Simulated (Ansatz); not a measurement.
# WH3 (quartet): the correlation ladder, def2-TZVPP

One table from this session's results is given with a row withheld; the runs are named, their logs left out.

The runs use Ansatz 0.2.0, Gaussian basis; def2-TZVPP, core rule «outside noble gas», up to 4 orbitals frozen.

To be run: UHF; ROHF; CCSD(T) on UHF.

### The system

The geometry is a PBE0/def2-TZVP stationary point (not a proven minimum). No spin-orbit coupling is included. Elements past krypton take def2 core potentials.

4 atoms, charge 0, spin multiplicity 4.

Atoms are counted from 1 here; the program's logs count them from 0.

Bond lengths: W1–H2 1.710 Å, W1–H3 1.710 Å, W1–H4 1.710 Å. Angles: H2–W1–H3 112.3°, H2–W1–H4 112.3°, H3–W1–H4 112.3°.

Geometry (Å):

```tsv
atom	x (Å)	y (Å)	z (Å)
W1	0.0000	0.0000	-0.0078
H2	1.6389	0.0142	0.4811
H3	-0.8344	1.4116	0.4785
H4	-0.8079	-1.4291	0.4721
```

The first run:

in.yaml

```yaml
crystal:
  periodic: [false, false, false]
  atoms:
    - {symbol: W, position_ang: [0.000018, 0.000018, -0.007849]}
    - {symbol: H, position_ang: [1.638941, 0.014192, 0.481052]}
    - {symbol: H, position_ang: [-0.834382, 1.411605, 0.478453]}
    - {symbol: H, position_ang: [-0.807904, -1.429056, 0.472050]}
basis:
  gaussian: {orbitals: def2-TZVPP}
magnetization: {spin_polarized: true, initial_magnetization: 3}
hamiltonian: {xc: hf}
output: {orbitals: {seedname: orbitals}}
```

Started as:

```
ansatz run in.yaml --threads 1 --pin off --events-out ev --progress --plain --max-ram 4096MiB --backend cpu
```

Steps of the session up to this table: UHF; ROHF; CCSD(T) on UHF.

One of the session's tables, all rows but one given; the rest of the session is left out.

It belongs to the step «Misses and costs». 

```
  method  from UCCSD(T) (meV)
    ROHF                    ?
     UHF              +5431.9
    UMP2               +903.0
   UCCSD               +193.3
UCCSD(T)                    0
```

**Question.** Estimate the row for ROHF.

**Answer.** from UCCSD(T) (meV): +5688.7. In the column «from UCCSD(T) (meV)» it is the highest.

With the free atoms at the same levels and basis (separate runs), the atomisation energy is 8.971 eV at UCCSD(T), 6.599 eV at ROHF.
